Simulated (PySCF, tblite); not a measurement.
# C₅H₁₀BClS: geometry, infrared bands and NMR shifts

What infrared bands and NMR shifts should C₅H₁₀BClS (`C[C@@H]1CC[C@H](BCl)S1`) show?

Programs: tblite 0.8.0 and PySCF 2.14.0, with density-fitted response routines of our own. Each step states its level of theory. These are calculated values for one molecule in the gas phase, unless marked as measured. Atoms count from 0, in the outputs and in this text.

## (1) The starting structure

18 atoms, charge 0, multiplicity 1; geometry from: force field or distance geometry start.

Bonds of the start (Å): C0–C1 1.51, C1–C2 1.54, C2–C3 1.51, C3–C4 1.52, C4–B5 1.60, B5–Cl6 1.85, C4–S7 1.81, S7–C1 1.83, C0–H8 1.11, C0–H9 1.12, C0–H10 1.10, C1–H11 1.12, C2–H12 1.13, C2–H13 1.11, C3–H14 1.12, C3–H15 1.10, C4–H16 1.11, B5–H17 1.18.

## (2) Relaxing the molecule with GFN2-xTB

What the job is given:

```
{"job": {"kind": "relax", "xc": "GFN2-xTB", "basis": "xTB"}, "charge": 0, "multiplicity": 1}
C     -2.004600     0.490300    -0.915900
C     -1.286600    -0.600100    -0.149800
C     -0.777100    -0.110600     1.222700
C      0.621000     0.431200     1.020400
C      1.341500    -0.574000     0.138100
B      2.598400     0.079000    -0.597200
Cl     4.293700    -0.602600    -0.324300
S      0.163200    -1.172600    -1.104100
H     -2.349600     0.095500    -1.894400
H     -2.909700     0.831500    -0.342800
H     -1.347700     1.360600    -1.094300
H     -1.982500    -1.460800     0.010300
H     -1.454300     0.676800     1.659500
H     -0.752000    -0.962200     1.928900
H      1.135900     0.528800     2.010300
H      0.563300     1.429800     0.564400
H      1.680700    -1.435400     0.743100
H      2.457700     1.001000    -1.313200
```

On the command line:

```
$ OMP_NUM_THREADS=1 python probes_run.py task.json out
```

The driver reads the jobs from task.json and runs them one after another.

**Question.** This job is followed by: GFN2-xTB harmonic vibrations, gas phase; GIAO PBE0/pcSseg-1 NMR shielding, non-relativistic, gas phase. Predict these results of the whole session: strongest single infrared mode (GFN2-xTB); zero-point energy (GFN2-xTB); ¹³C shifts against TMS (PBE0/pcSseg-1); ¹H shifts against TMS (PBE0/pcSseg-1, means over atoms taken as alike); ¹¹B shifts against BF3·OEt2 (PBE0/pcSseg-1); ³⁵Cl shifts against HCl (PBE0/pcSseg-1); ³³S shifts against CS2 (PBE0/pcSseg-1).

**Answer**, as computed:

| quantity | value |
| --- | --- |
| strongest single infrared mode (GFN2-xTB) | 2627 cm⁻¹, 66 km/mol |
| zero-point energy (GFN2-xTB) | 89.7 kcal/mol |
| ¹³C shifts against TMS (PBE0/pcSseg-1) | 56.4, 53.6, 46.7, 33.3, 22.1 ppm |
| ¹H shifts against TMS (PBE0/pcSseg-1, means over atoms taken as alike) | 4.26, 3.40, 3.34, 2.39, 2.24, 2.01, 1.74, 1.16 ppm |
| ¹¹B shifts against BF3·OEt2 (PBE0/pcSseg-1) | 10.8 ppm |
| ³⁵Cl shifts against HCl (PBE0/pcSseg-1) | 59 ppm |
| ³³S shifts against CS2 (PBE0/pcSseg-1) | -39 ppm |

**Reading.** Relaxing lowered the energy by 0.451 eV in 131 steps; the close pair that moved most is B5–Cl6, from 1.847 to 1.751 Å. No mode is imaginary among the 48: a minimum at this level. The strongest single mode, at 2627 cm⁻¹, moves mainly H17. GFN2-xTB is a fitted tight-binding method: band positions and strengths are rough. Its intensities can rank the bands wrongly. At PBE0/pcSseg-1: The largest span, 843 ppm, is at S7, where the paramagnetic term is -514 ppm.
